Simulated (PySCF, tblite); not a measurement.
# C5H11ClF2Si: geometry, infrared bands and NMR shifts

Wanted: the infrared bands and NMR shifts of C5H11ClF2Si (`CC(C)[SiH2]CC(F)(F)Cl`), by calculation.

Programs: tblite 0.8.0 and PySCF 2.14.0, with density-fitted response routines of our own. Each step states its level of theory. These are calculated values for one molecule in the gas phase, unless marked as measured. Atoms are numbered from 0 throughout.

## Step 1: Starting geometry

20 atoms, charge 0, multiplicity 1; geometry from: force field or distance geometry start.

Bonds of the start (Å): C0–C1 1.53, C1–C2 1.50, C1–Si3 1.87, Si3–C4 1.87, C4–C5 1.51, C5–F6 1.39, C5–F7 1.41, C5–Cl8 1.78, C0–H9 1.12, C0–H10 1.09, C0–H11 1.12, C1–H12 1.11, C2–H13 1.12, C2–H14 1.11, C2–H15 1.11, Si3–H16 1.48, Si3–H17 1.44, C4–H18 1.13, C4–H19 1.11.

## Step 2: Optimising the geometry with GFN2-xTB

The job: settings as JSON, then the geometry in Å.

```
{"job": {"kind": "relax", "xc": "GFN2-xTB", "basis": "xTB"}, "charge": 0, "multiplicity": 1}
C     -1.522000    -1.332400    -0.225700
C     -1.168900     0.105500     0.172200
C     -2.311700     1.046100    -0.062500
Si     0.282600     0.581800    -0.908100
C      1.673900    -0.590600    -0.484300
C      2.879600     0.125000     0.064300
F      3.843100    -0.849200     0.322900
F      2.533300     0.747900     1.277100
Cl     3.543600     1.331000    -1.061900
H     -2.417400    -1.692600     0.345300
H     -0.642500    -1.969200    -0.132600
H     -1.782000    -1.286800    -1.314300
H     -0.894700     0.166100     1.248200
H     -2.014600     2.111100     0.102400
H     -3.157200     0.855900     0.637300
H     -2.614800     0.965300    -1.128400
H     -0.135700     0.258200    -2.287000
H      0.633700     1.969400    -0.764700
H      1.344100    -1.302500     0.323400
H      1.922400    -1.229200    -1.355800
```

On the command line:

```bash
$ OMP_NUM_THREADS=1 python probes_run.py task.json out
```

This one command runs all jobs of the session in turn.

**Question.** This job is followed by: GFN2-xTB harmonic vibrations, gas phase; GIAO PBE0/pcSseg-1 NMR shielding, non-relativistic, gas phase. Predict these results of the whole session: strongest single infrared mode (GFN2-xTB); zero-point energy (GFN2-xTB); ¹³C shifts against TMS (PBE0/pcSseg-1, means over atoms taken as alike); ¹H shifts against TMS (PBE0/pcSseg-1, means over atoms taken as alike); ²⁹Si shifts against TMS (PBE0/pcSseg-1); ¹⁹F shifts against CFCl3 (PBE0/pcSseg-1, means over atoms taken as alike); ³⁵Cl shifts against HCl (PBE0/pcSseg-1).

**Answer**, as computed:

| quantity | value |
| --- | --- |
| strongest single infrared mode (GFN2-xTB) | 742 cm⁻¹, 288 km/mol |
| zero-point energy (GFN2-xTB) | 93.3 kcal/mol |
| ¹³C shifts against TMS (PBE0/pcSseg-1, means over atoms taken as alike) | 142.7, 29.9, 21.0, 16.8 ppm |
| ¹H shifts against TMS (PBE0/pcSseg-1, means over atoms taken as alike) | 4.20, 1.88, 1.09, 0.96 ppm |
| ²⁹Si shifts against TMS (PBE0/pcSseg-1) | -29.6 ppm |
| ¹⁹F shifts against CFCl3 (PBE0/pcSseg-1, means over atoms taken as alike) | -50.8 ppm |
| ³⁵Cl shifts against HCl (PBE0/pcSseg-1) | 359 ppm |

Relaxing lowered the energy by 0.534 eV in 121 steps; the close pair that moved most is C5–F7, from 1.407 to 1.349 Å. No mode is imaginary among the 54: a minimum at this level. The strongest single mode, at 742 cm⁻¹, moves mainly H17 and H16. GFN2-xTB is a fitted tight-binding method: band positions and strengths are rough. Its intensities can rank the bands wrongly. At PBE0/pcSseg-1: The widest tensor belongs to Cl8: span 677 ppm, with a paramagnetic part of -555 ppm.
